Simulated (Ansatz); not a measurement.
# HfH (doublet): wave-function methods side by side at distance Hf1–H2 = 1.832 Å, def2-TZVP

One table from this session's results is given with a row withheld; the runs are named, their logs left out.

Computed with Ansatz 0.2.0, Gaussian basis. Level: def2-TZVP, core rule «outside noble gas», up to 4 orbitals frozen.

To be run: UHF; CCSD(T) on ROHF; CCSD(T) on UHF; CISD; CCSDT(Q) on ROHF; CCSDT(Q) on UHF; CASSCF and MRCISD+Q, 3 electrons in 3 orbitals; CASSCF and NEVPT2, 3 electrons in 3 orbitals; Full CI.

35 further runs of the same task are left out: 23 for a known fault of the program, 12 that didn't finish.

## What is computed

The geometry derives from a PBE0/def2-TZVP stationary point (not a proven minimum). One bond is set to the value named and the two fragments are kept rigid. No spin-orbit coupling is included. Elements past krypton take def2 core potentials.

2 atoms, charge 0, spin multiplicity 2.

Atoms are counted from 1 here; the program's logs count them from 0.

Bond lengths: Hf1–H2 1.832 Å.

The first run:

in.yaml

```yaml
crystal:
  periodic: [false, false, false]
  atoms:
    - {symbol: Hf, position_ang: [0.000000, 0.000000, 0.000000]}
    - {symbol: H, position_ang: [0.000000, 0.000000, 1.831618]}
basis:
  gaussian: {orbitals: def2-TZVP}
magnetization: {spin_polarized: true, initial_magnetization: 1}
hamiltonian: {xc: hf}
output: {orbitals: {seedname: orbitals}}
```

Command:

```sh
ansatz run in.yaml --threads 1 --pin off --events-out ev --progress --plain --max-ram 2393MiB
```

Steps of the session up to this table: UHF; CCSD(T) on ROHF; CCSD(T) on UHF; CISD; CCSDT(Q) on ROHF; CCSDT(Q) on UHF; CASSCF and MRCISD+Q, 3 electrons in 3 orbitals; CASSCF and NEVPT2, 3 electrons in 3 orbitals; Full CI.

One of the session's tables, all rows but one given; the rest of the session is left out.

```
       method  from FCI (meV)
         ROHF         +2525.0
         RMP2          +743.8
         CISD               ?
        RCCSD          +129.3
     RCCSD(T)           +43.6
       RCCSDT            +4.6
    RCCSDT(Q)            +0.8
  CASSCF pair         +2032.5
  NEVPT2 pair          +733.5
  MRCISD pair          +215.3
MRCISD+Q pair           +56.9
          FCI               0
```

Q: Estimate the row for CISD from the others.

As computed: from FCI (meV): +242.2. In the column «from FCI (meV)» it lies between MRCISD pair (+215.3) and NEVPT2 pair (+733.5).

Left out of the table: UHF, UMP2, UCCSD, UCCSD(T), UCCSDT, UCCSDT(Q) (another determinant or state than the rows shown).
